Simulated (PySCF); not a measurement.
# H4O4Ti ([Ti(OH)4]-): the cost of one run

Computed with PySCF 2.14.0 and routines of our own; the level stands in each step. Atoms count from 0.

## (1) The system as given

9 atoms, charge -1, states of the metal's open shell are computed; geometry from: model start, shaken.

## (2) Optimising the geometry at PBE0-D3(BJ)/def2-TZVP

The job: settings as JSON, then the geometry in Å.

```
{"job": {"xc": "PBE0", "basis": "def2-TZVP", "d3": "d3bj", "grid": 1, "maxiter": 45, "kind": "geom"}, "charge": -1, "metal": "Ti", "open_shell": "d1"}
Ti     0.000020     0.004480    -0.004110
O      1.072060     1.078600     1.070540
H      0.832400     1.982980     1.389800
O     -1.094730    -1.078070     1.090770
H     -0.829920    -1.976830     1.396750
O     -1.074990     1.065250    -1.092280
H     -1.991390     0.812160    -1.424810
O      1.081890    -1.104430    -1.081350
H      1.965220    -0.834310    -1.434940
```

Launch:

```
OMP_NUM_THREADS=1 python lf_run.py task.json out
```

This one command runs all jobs of the session in turn.

**Question.** How long does this first job take on 1 thread of Intel Xeon 6975P-C, shared host, and how much memory does it need?

About 2.1 min, with a peak of 0.76 GiB.
